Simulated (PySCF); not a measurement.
# C2H6SSi (SMILES C=CS[SiH3]) at 6 levels

Aim: a comparison of 6 runs (HF/STO-3G, HF/3-21G, B3LYP/6-31G*, PBE0/def2-SVP, wB97X/6-311+G**, MP2/def2-SVP) of C2H6SSi. 

The calculation is run with PySCF 2.14.0.

## Step 1: The molecule

C2H6SSi: 10 atoms, total charge 0, spin state singlet. As SMILES, `C=CS[SiH3]`. Geometry: relaxed at PBE0-D4/def2-TZVP. This is one conformer, not always the lowest.

Bond lengths: C1–C2 1.326 Å, C2–S3 1.761 Å, S3–Si4 2.134 Å, C1–H5 1.084 Å, C1–H6 1.084 Å, C2–H7 1.086 Å, Si4–H8 1.483 Å, Si4–H9 1.487 Å, Si4–H10 1.485 Å. Some angles: C1–C2–S3 123.0°, C2–S3–Si4 99.3°, C1–C2–H7 120.9°, S3–C2–H7 116.0°, C2–C1–H5 122.0°, C2–C1–H6 120.3°, S3–Si4–H8 105.8°, S3–Si4–H9 109.5°, S3–Si4–H10 112.1°, H5–C1–H6 117.8°.

## Step 2: Energy and forces at HF/STO-3G (run 1)

File job.py:

```python
import pyscf.grad
from pyscf import gto

system = gto.M(
    atom='''
C     -0.369630     4.147571     0.531769
C     -0.427645     1.663337     0.854534
S     -2.001031    -0.397976    -1.231346
Si     0.418196    -3.610322    -0.924832
H     -1.199220     5.048025    -1.110214
H      0.506636     5.350571     1.938103
H      0.411960     0.796898     2.515603
H     -0.907069    -5.692422    -2.250853
H      0.798976    -4.242813     1.785980
H      2.925674    -3.159622    -2.102887
''',
    verbose=3,
    max_memory=1860,
    basis='sto-3g',
    spin=0,
    unit='bohr',
    charge=0,
)

mf = system.RHF()
mf.conv_tol = 1e-10
mf.kernel()
if not mf.converged:
    mf = mf.newton().run(mf.mo_coeff, mf.mo_occ)

e_tot = mf.e_tot
print(f'total energy: {e_tot:.8f} hartree')
grad = mf.Gradients().kernel()
mf.analyze()
```

Run with:

```console
$ OMP_NUM_THREADS=1 python job.py
```

Standard output:

```text
converged SCF energy = -757.052449209761
[... 13 lines left out ...]
MO #4   energy= -11.0060869215623  occ= 2
[... 5 lines left out ...]
MO #10  energy= -4.00611102621985  occ= 2
[... 5 lines left out ...]
MO #16  energy= -0.666571384226202 occ= 2
[... 5 lines left out ...]
MO #22  energy= -0.370305928259646 occ= 2
[... 5 lines left out ...]
MO #28  energy= 0.510258240959789  occ= 0
[... 5 lines left out ...]
MO #34  energy= 1.00268820275035   occ= 0
[... 11 lines left out ...]
Dipole moment(X, Y, Z, Debye):  0.83933, -0.81410,  0.35367
```

It took 1.2 s on 1 thread of Intel Xeon 6975P-C (Granite Rapids), shared host; peak memory 0.12 GiB.

## Step 3: Energy and gradient at HF/3-21G (run 2)

File start.xyz:

```xyz
10

C     -0.195600     2.194800     0.281400
C     -0.226300     0.880200     0.452200
S     -1.058900    -0.210600    -0.651600
Si     0.221300    -1.910500    -0.489400
H     -0.634600     2.671300    -0.587500
H      0.268100     2.831400     1.025600
H      0.218000     0.421700     1.331200
H     -0.480000    -3.012300    -1.191100
H      0.422800    -2.245200     0.945100
H      1.548200    -1.672000    -1.112800
```

File input.py:

```python
import pyscf.grad
from pyscf import gto

mol = gto.M(
    atom='start.xyz',
    basis='3-21g',
    max_memory=1860,
    verbose=3,
    charge=0,
)

hf = mol.RHF()
hf.conv_tol = 1e-10
hf.kernel()
if not hf.converged:
    hf = hf.newton().run(hf.mo_coeff, hf.mo_occ)

e_final = hf.e_tot
print('E = %.10f Eh' % e_final)
grad = hf.Gradients().kernel()
dip = hf.dip_moment()
pop, q = hf.mulliken_pop()
```

Run with:

```console
$ OMP_NUM_THREADS=1 python input.py
```

Standard output:

```text
converged SCF energy = -761.718373978884
[... 9 lines left out ...]
Dipole moment(X, Y, Z, Debye):  1.69217, -0.26849,  0.93175
[... 67 lines left out ...]
charge of    9H =     -0.16406
```

Run time: 1.4 s. Hardware: 1 thread of Intel Xeon 6975P-C (Granite Rapids), shared host; peak memory 0.12 GiB.

Runs 3 to 4 aren't shown in full; the table further down has their settings and results.

## Step 4: Energy and forces at wB97X/6-311+G(d,p) (run 5)

start.xyz is that of step 3.

File job.py:

```python
import pyscf.grad
from pyscf import gto, dft

mol = gto.Mole()
mol.atom = 'start.xyz'
mol.verbose = 4
mol.max_memory = 1860
mol.basis = '6-311+g**'
mol.build()

mf = dft.RKS(mol, xc='wb97x')
mf.conv_tol = 1e-10
mf.grids.level = 5
mf.kernel()
if not mf.converged:
    mf = mf.newton().run(mf.mo_coeff, mf.mo_occ)

e_final = mf.e_tot
print(f'total energy: {e_final:.8f} hartree')
grad = mf.Gradients().kernel()
mf.analyze()
```

Run with:

```console
$ OMP_NUM_THREADS=1 python job.py
```

Standard output:

```text
PySCF version 2.14.0

[... 116 lines left out ...]
MO #15  energy= -0.695505375149147 occ= 2
[... 24 lines left out ...]
MO #40  energy= 0.177318475019425  occ= 0
[... 24 lines left out ...]
MO #65  energy= 0.639511938294565  occ= 0
[... 24 lines left out ...]
MO #90  energy= 1.49878346656787   occ= 0
[... 24 lines left out ...]
MO #115 energy= 2.65777334999288   occ= 0
[... 24 lines left out ...]
MO #140 energy= 188.989168158571   occ= 0
[... 153 lines left out ...]
Dipole moment(X, Y, Z, Debye):  1.09998, -0.17599,  0.67077
```

Run time: 1.8 min. Hardware: 1 thread of Intel Xeon 6975P-C (Granite Rapids), shared host; peak memory 1.6 GiB.

## Step 5: Energy and forces at MP2/def2-SVP (run 6)

File job.py:

```python
from pyscf import gto, mp

mol = gto.M(
    atom='''
C   -0.195600   2.194800   0.281400
C   -0.226300   0.880200   0.452200
S   -1.058900  -0.210600  -0.651600
Si   0.221300  -1.910500  -0.489400
H   -0.634600   2.671300  -0.587500
H    0.268100   2.831400   1.025600
H    0.218000   0.421700   1.331200
H   -0.480000  -3.012300  -1.191100
H    0.422800  -2.245200   0.945100
H    1.548200  -1.672000  -1.112800
''',
    max_memory=1860,
    basis='def2-svp',
    spin=0,
    verbose=4,
    charge=0,
)

mf = mol.RHF()
mf.conv_tol = 1e-10
mf.kernel()
if not mf.converged:
    mf = mf.newton().run(mf.mo_coeff, mf.mo_occ)

pt = mp.MP2(mf, frozen=12).run()
etot = pt.e_tot
print('E = %.10f Eh' % etot)
grad = pt.nuc_grad_method().kernel()
mf.analyze()
```

Run with:

```console
$ OMP_NUM_THREADS=1 python job.py
```

Standard output:

```text
PySCF version 2.14.0

[... 98 lines left out ...]
MO #4   energy= -11.2447196926679  occ= 2
[... 17 lines left out ...]
MO #22  energy= -0.458288858052634 occ= 2
[... 17 lines left out ...]
MO #40  energy= 0.583735946365139  occ= 0
[... 17 lines left out ...]
MO #58  energy= 1.07253705342929   occ= 0
[... 17 lines left out ...]
MO #76  energy= 1.98849491589215   occ= 0
[... 17 lines left out ...]
MO #94  energy= 3.57404188080159   occ= 0
[... 107 lines left out ...]
Dipole moment(X, Y, Z, Debye):  1.07082,  0.01958,  0.73139
```

It took 13 s on 1 thread of Intel Xeon 6975P-C (Granite Rapids), shared host; peak memory 0.64 GiB.

## Step 6: All runs side by side

| run | level | integration grid | frozen core orbitals | energy (Eh) | dipole moment (D) of the reference | HOMO energy (eV) | LUMO energy (eV) | wall time |
| --- | --- | --- | --- | --- | --- | --- | --- | --- |
| 1 | HF/STO-3G | – | – | -757.052449 | 1.22 | -6.42 | 8.74 | 1.2 s |
| 2 | HF/3-21G | – | – | -761.718374 | 1.95 | -9.10 | 3.48 | 1.4 s |
| 3 | B3LYP/6-31G* (spherical functions) | 5 | – | -767.486626 | 1.26 | -6.29 | -0.02 | 19 s |
| 4 | PBE0/def2-SVP | 5 | – | -766.854623 | 1.13 | -6.69 | -0.15 | 23 s |
| 5 | wB97X/6-311+G** | 5 | – | -767.495281 | 1.30 | -8.99 | 1.59 | 1.8 min |
| 6 | MP2/def2-SVP | – | 12 | -765.905631 | 1.30 | -9.11 | 3.67 | 13 s |

## Step 7: What came out

```
                                           quantity          value
                                run 6: total energy  -765.90563 Eh
        run 6: dipole moment (Hartree–Fock density)         1.30 D
         run 6: HOMO energy (Hartree–Fock orbitals)       -9.11 eV
         run 6: LUMO energy (Hartree–Fock orbitals)        3.67 eV
       run 6: HOMO–LUMO gap (Hartree–Fock orbitals)       12.78 eV
run 6: correlation energy (12 core orbitals frozen)     -499.8 mEh
                    run 6: largest force on an atom     0.792 eV/Å
```

**Reading.** Over runs 1, 2, 3, 4, 5 the dipole moment (its size) runs from 1.13 D (PBE0/def2-SVP) to 1.95 D (HF/3-21G). The two ends differ in method and basis. Over runs 1, 2, 3, 4, 5 the HOMO–LUMO gap runs from 6.27 eV (B3LYP/6-31G*) to 15.16 eV (HF/STO-3G). Totals of different functionals can't be ranked against each other. In run 1 the basis is minimal, so the values are rough. All runs together took 2.7 min, the longest 1.8 min.
